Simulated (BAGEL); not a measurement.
# CH4BFOSi (SMILES O=CB[SiH2]F) at PBE0/def2-SVP (density fitting with qzvpp-jkfit)

Aim: the energy change on altering one bond length of CH4BFOSi at PBE0/def2-SVP (density fitting with qzvpp-jkfit), from 2 runs. 

The results are computed with BAGEL 1.2.2.

3 further runs of the same task are left out: 1 that didn't finish, 2 set aside as unsound or not needed. Runs told in other sessions of the task aren't counted.

**1. Starting point**

CH4BFOSi: 9 atoms, total charge 0, spin state singlet. SMILES: `O=CB[SiH2]F`. Geometry: relaxed at PBE0-D4/def2-TZVP. This is one conformer, not always the lowest.

Bond lengths: O1–C2 1.227 Å, C2–B3 1.522 Å, B3–Si4 2.001 Å, Si4–F5 1.610 Å, C2–H6 1.099 Å, B3–H7 1.195 Å, Si4–H8 1.489 Å, Si4–H9 1.486 Å. Some angles: O1–C2–B3 90.0°, C2–B3–Si4 120.9°, B3–Si4–F5 110.9°, O1–C2–H6 122.9°, B3–C2–H6 147.1°, C2–B3–H7 117.0°, Si4–B3–H7 122.0°, B3–Si4–H8 109.8°, B3–Si4–H9 112.6°, F5–Si4–H8 107.4°.

**2. The energy at PBE0/def2-SVP (density fitting with qzvpp-jkfit)**

The input, dft.json:

```json
{ "bagel": [

{
  "title": "molecule",
  "basis": "svp",
  "df_basis": "qzvpp-jkfit",
  "angstrom": true,
  "geometry": [
    { "atom": "O", "xyz": [   -0.789500,    0.780400,    1.703800 ] },
    { "atom": "C", "xyz": [   -0.128300,    1.442100,    0.910400 ] },
    { "atom": "B", "xyz": [    0.628100,    0.188700,    0.495800 ] },
    { "atom": "Si", "xyz": [   -0.077200,   -1.007600,   -0.945000 ] },
    { "atom": "F", "xyz": [   -1.360800,   -0.349200,   -1.659700 ] },
    { "atom": "H", "xyz": [   -0.262400,    2.525000,    0.778500 ] },
    { "atom": "H", "xyz": [    1.608700,   -0.084900,    1.121700 ] },
    { "atom": "H", "xyz": [    0.964000,   -1.202600,   -1.991900 ] },
    { "atom": "H", "xyz": [   -0.494200,   -2.338100,   -0.430900 ] }
  ]
},
{
  "title": "ks",
  "xc_func": "pbe0",
  "charge": 0
},
{
  "title": "print",
  "file": "orbitals.molden",
  "orbitals": true
}

]}
```

Command:

```console
$ BAGEL_NUM_THREADS=1 BAGEL dft.json > dft.out
```

Log:

```text
* using 1 threads per process

  ===============================================================
  ===============================================================

  *** Geometry ***

  { "atom" : "O", "xyz" : [     -1.491939,      1.474742,      3.219715 ] },
  { "atom" : "C", "xyz" : [     -0.242452,      2.725174,      1.720407 ] },
  { "atom" : "B", "xyz" : [      1.186937,      0.356591,      0.936926 ] },
  { "atom" : "Si", "xyz" : [     -0.145887,     -1.904088,     -1.785791 ] },
  { "atom" : "F", "xyz" : [     -2.571539,     -0.659892,     -3.136378 ] },
  { "atom" : "H", "xyz" : [     -0.495864,      4.771558,      1.471152 ] },
  { "atom" : "H", "xyz" : [      3.040002,     -0.160438,      2.119706 ] },
  { "atom" : "H", "xyz" : [      1.821696,     -2.272585,     -3.764145 ] },
  { "atom" : "H", "xyz" : [     -0.933903,     -4.418369,     -0.814283 ] },

  Number of auxiliary basis functions:      504

  Since a DF basis is specified, we compute 2- and 3-index integrals:
    o Being stored without compression. Storage requirement is 0.036 GB

  Number of basis functions:       94
  Number of electrons      :       46

    * METHOD: MOLECULE                             0.28

  *** Kohn-Sham DFT ***

    * Removing 16973 points whose weight is below 1.00e-10
    * Grid points: 117181

  === Nuclear Repulsion ===
   199.7695794921

       - DIIS with orbital gradients will be used.

  === KS iteration (pbe0 / svp) ===
      0       -501.12633191          0.10730262           0.51
      1       -473.83579249          0.16126411           0.50
      2       -468.13997078          0.16488044           0.49
      3       -508.66063613          0.12568958           0.49
      4       -504.64692279          0.13873169           0.49
      5       -527.80026087          0.04308117           0.49
      6       -528.75262092          0.02739288           0.50
      7       -529.20698296          0.00892122           0.49
      8       -529.24443624          0.00498522           0.50
      9       -529.25549722          0.00225411           0.49
     10       -529.25816269          0.00023156           0.49
     11       -529.25819729          0.00006214           0.49
     12       -529.25819960          0.00002443           0.49
     13       -529.25819999          0.00000734           0.49
     14       -529.25820003          0.00000381           0.50
     15       -529.25820003          0.00000145           0.50
     16       -529.25820004          0.00000098           0.50
     17       -529.25820004          0.00000071           0.50
     18       -529.25820004          0.00000014           0.49
     19       -529.25820004          0.00000006           0.49
     20       -529.25820004          0.00000003           0.49
     21       -529.25820004          0.00000002           0.50
     22       -529.25820004          0.00000000           0.49
    * SCF iteration converged.

    * Permanent dipole moment:
           (   -0.595602,    -0.633217,    -0.093553) a.u.

    * METHOD: KS                                  12.06

    * METHOD: PRINT                                0.02

  ===============================================================
```

Run time: 13 s. Hardware: 1 thread of Arm Neoverse V1, shared host; peak memory 0.51 GiB.

**3. The distorted shape, same level**

The input, calc.json:

```json
{ "bagel" : [

{
  "title" : "molecule",
  "basis" : "svp",
  "df_basis" : "qzvpp-jkfit",
  "angstrom" : "true",
  "geometry" : [
    { "atom" : "O", "xyz" : [      -0.596987,       0.681654,       1.810990 ] },
    { "atom" : "C", "xyz" : [       0.064213,       1.343354,       1.017590 ] },
    { "atom" : "B", "xyz" : [       0.820613,       0.089954,       0.602990 ] },
    { "atom" : "Si", "xyz" : [       0.115313,      -1.106346,      -0.837810 ] },
    { "atom" : "F", "xyz" : [      -1.360800,      -0.349200,      -1.659700 ] },
    { "atom" : "H", "xyz" : [      -0.069887,       2.426254,       0.885690 ] },
    { "atom" : "H", "xyz" : [       1.801213,      -0.183646,       1.228890 ] },
    { "atom" : "H", "xyz" : [       1.156513,      -1.301346,      -1.884710 ] },
    { "atom" : "H", "xyz" : [      -0.301687,      -2.436846,      -0.323710 ] }
  ]
},

{
  "title" : "ks",
  "xc_func" : "pbe0"
},

{
  "title" : "print",
  "file" : "orbitals.molden",
  "orbitals" : "true"
}

]}
```

Command:

```console
$ BAGEL_NUM_THREADS=1 BAGEL calc.json > calc.out
```

Log:

```text
* using 1 threads per process

  ===============================================================
  ===============================================================

  *** Geometry ***

  { "atom" : "O", "xyz" : [     -1.128142,      1.288139,      3.422275 ] },
  { "atom" : "C", "xyz" : [      0.121345,      2.538571,      1.922966 ] },
  { "atom" : "B", "xyz" : [      1.550734,      0.169988,      1.139486 ] },
  { "atom" : "Si", "xyz" : [      0.217910,     -2.090691,     -1.583231 ] },
  { "atom" : "F", "xyz" : [     -2.571539,     -0.659892,     -3.136378 ] },
  { "atom" : "H", "xyz" : [     -0.132067,      4.584956,      1.673712 ] },
  { "atom" : "H", "xyz" : [      3.403799,     -0.347041,      2.322266 ] },
  { "atom" : "H", "xyz" : [      2.185493,     -2.459188,     -3.561586 ] },
  { "atom" : "H", "xyz" : [     -0.570106,     -4.604972,     -0.611723 ] },

  Number of auxiliary basis functions:      504

  Since a DF basis is specified, we compute 2- and 3-index integrals:
    o Being stored without compression. Storage requirement is 0.036 GB

  Number of basis functions:       94
  Number of electrons      :       46

    * METHOD: MOLECULE                             0.28

  *** Kohn-Sham DFT ***

    * Removing 16717 points whose weight is below 1.00e-10
    * Grid points: 117437

  === Nuclear Repulsion ===
   192.9605805972

       - DIIS with orbital gradients will be used.

  === KS iteration (pbe0 / svp) ===
      0       -502.03532331          0.10365308           0.51
      1       -474.23209042          0.15509055           0.49
      2       -464.10593239          0.15611114           0.49
      3       -506.07574374          0.12116597           0.49
      4       -503.68867528          0.13016094           0.50
      5       -527.71700919          0.04270034           0.49
      6       -528.69393309          0.02726333           0.49
      7       -529.14263464          0.01205371           0.49
      8       -529.22289270          0.00513773           0.49
      9       -529.23493813          0.00281905           0.50
     10       -529.23920865          0.00038918           0.50
     11       -529.23929903          0.00012234           0.50
     12       -529.23930747          0.00005009           0.50
     13       -529.23930896          0.00000917           0.49
     14       -529.23930903          0.00000301           0.48
     15       -529.23930904          0.00000205           0.50
     16       -529.23930904          0.00000106           0.52
     17       -529.23930904          0.00000070           0.50
     18       -529.23930904          0.00000033           0.50
     19       -529.23930904          0.00000008           0.51
     20       -529.23930904          0.00000003           0.49
     21       -529.23930904          0.00000001           0.49
     22       -529.23930904          0.00000001           0.49
    * SCF iteration converged.

    * Permanent dipole moment:
           (   -0.938615,    -0.506517,    -0.330253) a.u.

    * METHOD: KS                                  12.11

    * METHOD: PRINT                                0.02

  ===============================================================
```

Run time: 13 s. Hardware: 1 thread of Arm Neoverse V1, shared host; peak memory 0.51 GiB.

**4. Outcome**

Level: PBE0/def2-SVP (density fitting with qzvpp-jkfit).

| quantity | value |
| --- | --- |
| first shape: total energy | -529.25820 Eh |
| first shape: dipole moment | 2.22 D |
| first shape: HOMO energy | -8.14 eV |
| first shape: LUMO energy | -1.80 eV |
| first shape: HOMO–LUMO gap | 6.34 eV |
| distorted shape: total energy | -529.23931 Eh |
| distorted shape: dipole moment | 2.84 D |
| distorted shape: HOMO energy | -8.32 eV |
| distorted shape: LUMO energy | -1.92 eV |
| distorted shape: HOMO–LUMO gap | 6.40 eV |
| energy change with the Si4–F5 bond stretched from 1.610 to 1.851 Å | 0.514 eV |

In words: With the Si4–F5 bond stretched from 1.610 to 1.851 Å the energy rises by 0.51 eV (49.6 kJ/mol). The first shape isn't relaxed at this level, so the change isn't measured from a minimum.
